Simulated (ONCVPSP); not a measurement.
# An ONCV potential for Nb, from input to tests

Task: generate the file, and judge it by its errors in other configurations, its logarithmic derivatives, its ghosts and its cutoff.

Program: ONCVPSP 4.0.1. Reference atom: PBE, scalar-relativistic, spherical and spin-unpolarised. All values are calculated.

### 1 The design

The settings as typed:

| Item | Value |
| --- | --- |
| element | niobium (Nb, Z = 41) |
| type | optimised norm-conserving Vanderbilt (ONCV) |
| frozen core | [Ar] 3d10 |
| valence charge | 13 |
| reference configuration | 4s2 4p6 4d4 (charge +1) |
| partial waves | 4s: rc 1.20 bohr, ncon 4, nbas 8, qcut 5.4 1/bohr, 2 projectors, debl 0.7 Ha; 4p: rc 1.75 bohr, ncon 4, nbas 8, qcut 9.2 1/bohr, 2 projectors, debl 0.8 Ha; 4d: rc 1.90 bohr, ncon 3, nbas 7, qcut 4.8 1/bohr, 2 projectors, debl 2.2 Ha |
| local potential | polynomial inside 1.15 bohr (lpopt 5, dvloc0 1 Ha) |
| core correction | Teter function, fcfact 4, rcfact 1.5 |

The outer shells as boxes (Hund's rule for the drawing; the calculation is spin-unpolarised):

```
[Ar] core
3d [↑↓][↑↓][↑↓][↑↓][↑↓]
4s [↑↓]
4p [↑↓][↑↓][↑↓]
4d [↑ ][↑ ][↑ ][↑ ][  ]
```

### 2 The generation run

Contents of Nb.dat:

```
# ATOM AND REFERENCE CONFIGURATION
# atsym  z   nc   nv     iexc    psfile
  Nb 41.00    6    3        4      upf
#
#   n    l    f
    1    0    2.00
    2    0    2.00
    2    1    6.00
    3    0    2.00
    3    1    6.00
    3    2   10.00
    4    0    2.00
    4    1    6.00
    4    2    4.00
#
# PSEUDOPOTENTIAL AND OPTIMIZATION
# lmax
    2
#
#   l,   rc,      ep,       ncon, nbas, qcut
    0    1.20    0.00    4    8    5.40
    1    1.75    0.00    4    8    9.20
    2    1.90    0.00    3    7    4.80
#
# LOCAL POTENTIAL
# lloc, lpopt,  rc(5),   dvloc0
    4    5    1.15    1.00
#
# VANDERBILT-KLEINMAN-BYLANDER PROJECTORs
# l, nproj, debl
    0    2    0.70
    1    2    0.80
    2    2    2.20
#
# MODEL CORE CHARGE
# icmod, fcfact, rcfact
    3    4.00    1.50
#
# LOG DERIVATIVE ANALYSIS
# epsh1, epsh2, depsh
   -4.00    5.00    0.02
#
# OUTPUT GRID
# rlmax, drl
    6.00    0.01
#
# TEST CONFIGURATIONS
# ncnf
    4
# nvcnf
#   n    l    f
    4
    4    0    2.00
    4    1    6.00
    4    2    4.00
    5    0    1.00
#
    3
    4    0    2.00
    4    1    6.00
    4    2    3.00
#
    3
    4    0    2.00
    4    1    6.00
    4    2    2.00
#
    4
    4    0    1.00
    4    1    6.00
    4    2    4.00
    5    0    1.00
#
```

Launch:

```sh
$ oncvpsp.x < Nb.dat > Nb.out
```

Before running it: what results should come out? Wanted: cutoffs for 1 and 0.1 mHa per electron, occupied waves; bound ghosts; GHOST(+) flags; largest test error; largest phase difference near zero energy, channels read; rms error of d²Exc/dn², without and with the model core; projector energies reset by the program.

As calculated:

```
                                                quantity                                     value
  cutoffs for 1 and 0.1 mHa per electron, occupied waves                         105 Ha and 126 Ha
                                            bound ghosts                                none found
                                          GHOST(+) flags                               s at 215 eV
                            largest test error (AE − PS)              -83 meV, for 4s1 4p6 4d4 5s1
largest phase difference near zero energy, channels read                                 0.000 rad
 rms error of d²Exc/dn², without and with the model core                         2.55 and 2.00 mHa
                 projector energies reset by the program  s: -2.382, 0.250 Ha; p: -1.506, 0.250 Ha
```

In words: By total energies transferability is fair: the largest error is 83 meV on 57.4 eV, for 4s1 4p6 4d4 5s1. That test lies far up in energy; among those under 40 eV, nearer to bonding, the largest error is 23 meV. By its cutoff, 105 Ha for the looser tolerance, it is very hard. At the looser tolerance the 4s wave is the slowest; 4p needs 22 Ha. It is free of bound ghosts as far as tested. Near zero energy the phases of the channels with partial waves agree within 0.001 rad. The program also flags highly localised states, GHOST(+) (s). All of this concerns the isolated atom, not yet a solid.
